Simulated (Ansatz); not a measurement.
**C₇H₁₀: basis-set convergence**

An exercise on one series of results from a longer session: the logs are not shown, and one member is left open.

Method: one geometry, several basis sets; program: Ansatz 0.2.0, Gaussian basis.

Plan: PBE0-D4/def2-SVP; ωB97M-V/def2-SVP; PBE0-D4/def2-QZVPP; ωB97M-V/def2-QZVPP; the functionals' def2-TZVPP values are taken from earlier runs.

1 further run of the same task is left out (set aside as unsound or not needed).

## The geometry

All runs share one geometry, relaxed beforehand with PBE0-D4 in a triple-zeta def2 set.

SMILES `C/C=C1\C=CCC1`, 17 atoms, charge 0, spin multiplicity 1.

Atoms are counted from 1 here; the program's logs count them from 0.

Bond lengths: C1–C2 1.490 Å, C1–H8 1.095 Å, C1–H9 1.090 Å, C1–H10 1.095 Å, C2–C3 1.336 Å, C2–H11 1.088 Å, C3–C4 1.456 Å, C3–C7 1.517 Å, C4–C5 1.336 Å, C4–H12 1.082 Å, C5–C6 1.497 Å, C5–H13 1.084 Å, C6–C7 1.540 Å, C6–H14 1.097 Å, C6–H15 1.095 Å, C7–H16 1.093 Å, C7–H17 1.092 Å. Angles: C2–C1–H8 111.1°, C2–C1–H9 112.4°, C2–C1–H10 111.1°, H8–C1–H9 107.7°, H8–C1–H10 106.5°, H9–C1–H10 107.8°, C1–C2–C3 126.4°, C1–C2–H11 115.9°, C3–C2–H11 117.7°, C2–C3–C4 128.0°, C2–C3–C7 125.4°, C4–C3–C7 106.6°, C3–C4–C5 111.4°, C3–C4–H12 124.0°, C5–C4–H12 124.6°, C4–C5–C6 112.2°, C4–C5–H13 124.9°, C6–C5–H13 122.9° and more.

The first run:

File in.yaml:

```yaml
crystal:
  periodic: [false, false, false]
  atoms:
    - {symbol: C, position_ang: [1.900044, -1.824718, -0.490615]}
    - {symbol: C, position_ang: [0.563965, -1.482102, 0.072614]}
    - {symbol: C, position_ang: [0.002129, -0.270589, 0.101335]}
    - {symbol: C, position_ang: [0.540855, 0.980096, -0.414144]}
    - {symbol: C, position_ang: [-0.340105, 1.976699, -0.293030]}
    - {symbol: C, position_ang: [-1.628649, 1.522786, 0.320015]}
    - {symbol: C, position_ang: [-1.355541, 0.053995, 0.694789]}
    - {symbol: H, position_ang: [1.812214, -2.570847, -1.287703]}
    - {symbol: H, position_ang: [2.412481, -0.955649, -0.904342]}
    - {symbol: H, position_ang: [2.549978, -2.263144, 0.274495]}
    - {symbol: H, position_ang: [0.001316, -2.310116, 0.499802]}
    - {symbol: H, position_ang: [1.526317, 1.081221, -0.850218]}
    - {symbol: H, position_ang: [-0.170176, 2.996898, -0.616771]}
    - {symbol: H, position_ang: [-2.453086, 1.619580, -0.396426]}
    - {symbol: H, position_ang: [-1.907661, 2.131908, 1.185639]}
    - {symbol: H, position_ang: [-1.324610, -0.065653, 1.781245]}
    - {symbol: H, position_ang: [-2.129480, -0.620375, 0.323322]}
basis:
  gaussian: {orbitals: def2-SVP}
hamiltonian: {xc: pbe0, dispersion: d4}
output: {orbitals: {seedname: orbitals}}
```

The run is started by

```bash
ansatz run in.yaml --threads 2 --pin off --events-out ev --progress --plain --max-ram 32768MiB --backend cpu
```

Among the steps run: PBE0-D4 in def2-SVP; ωB97M-V in def2-SVP; PBE0-D4 in def2-QZVPP; ωB97M-V in def2-QZVPP.

One table of the session follows, with a row left open; its other results are not shown here.

It belongs to the step «Functionals by basis». 

| functional | basis | HOMO (eV) | LUMO (eV) |
| --- | --- | --- | --- |
| PBE0-D4 | def2-SVP | ? | ? |
| PBE0-D4 | def2-TZVPP | -5.93 | -0.36 |
| PBE0-D4 | def2-QZVPP | -5.94 | -0.40 |
| ωB97M-V | def2-SVP | -7.96 | 1.85 |
| ωB97M-V | def2-TZVPP | -8.00 | 1.66 |
| ωB97M-V | def2-QZVPP | -8.01 | 1.57 |

Estimate the missing values for PBE0-D4, def2-SVP.

As computed: HOMO (eV): -5.89; LUMO (eV): -0.23. In the column «HOMO (eV)» it is the highest.
